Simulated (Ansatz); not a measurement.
Crystal: CsEu.

```
Eu Cs
1.0
     4.46442    0.00000    0.00000
    -2.23221    3.86630    0.00000
     0.00000    0.00000    8.00863
Eu Cs
1 1
Direct
  0.66667 0.33333 0.00000
  0.00000 0.00000 0.50000
```

The cell comes from a database or a generator and needn't be the stable form of this composition.

Base run:

```yaml
Program: Ansatz 0.2.0
Functional: PBE
Potentials_or_basis: Ansatz PAW
Cutoff: "420 eV (not typed: the program's choice for these potentials)"
k_mesh: 6 × 6 × 3
Occupations: fermi-dirac, width 0.05 eV
Spin: collinear spin, ferromagnetic start
Starting_moments: "[8.8, 0.0] μB"
Fixed_moment: 8.8 μB
```

Its results: pressure -0.5 GPa; site moments Eu +7.59; Cs +0.23 μB.

The run is repeated on the same cell with these changes: fixed moment from 8.8 μB to 7 μB; moments at the start from [8.8, 0.0] to [7.0, 0.0]. What comes out?

Pressure -0.1 GPa; site moments Eu +7.04; Cs -0.04 μB.

Caveats: the total moment is fixed, so each spin has its own Fermi level; the thresholds are loose for stress.
